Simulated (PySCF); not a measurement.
# C6H13P: the cost of one run

Computed with PySCF 2.14.0 and routines of our own; the level stands in each step. Atoms count from 0.

## Step 1: The starting structure

20 atoms, charge 0, multiplicity 1; geometry from: GFN2-xTB.

## Step 2: Magnetic properties: GIAO CAM-B3LYP/pcSseg-1

The job: settings as JSON, then the geometry in Å.

```
{"job": {"kind": "mag", "xc": "CAM-B3LYP", "basis": "pcSseg-1", "isotopologues": 2}, "charge": 0, "multiplicity": 1}
C     -1.120612    -1.271778     1.311643
P     -0.665577    -0.154523     0.115708
C     -1.488660     1.438915     0.449473
C     -1.326689    -0.706180    -1.492494
C      1.022856     0.454011    -0.415800
C      2.039469     0.543533     0.682760
C      2.123022    -0.559914    -0.316187
H     -0.729944    -2.265329     1.099615
H     -0.829615    -0.934554     2.304765
H     -1.062853     1.873803     1.352522
H     -2.545975     1.240090     0.615287
H     -1.355679     2.130261    -0.381220
H     -2.380958    -0.940825    -1.357334
H     -0.798960    -1.607288    -1.801358
H     -1.201561     0.063311    -2.252621
H      1.072438     1.182578    -1.216241
H      2.771139     1.336985     0.653425
H      1.710191     0.287943     1.682255
H      2.913474    -0.546170    -1.051557
H      1.849346    -1.554189     0.014323
```

Method: GIAO CAM-B3LYP/pcSseg-1 magnetisability, rotational g tensor and spin-rotation constants, non-relativistic, gas phase.

The run is started by

```
$ OMP_NUM_THREADS=1 python excited_run.py task.json out
```

This one command runs all jobs of the session in turn.

Q: Estimate the wall time and peak memory of this first job on 1 thread of Arm Neoverse V2, shared host.

About 51 s, with a peak of 1 GiB.
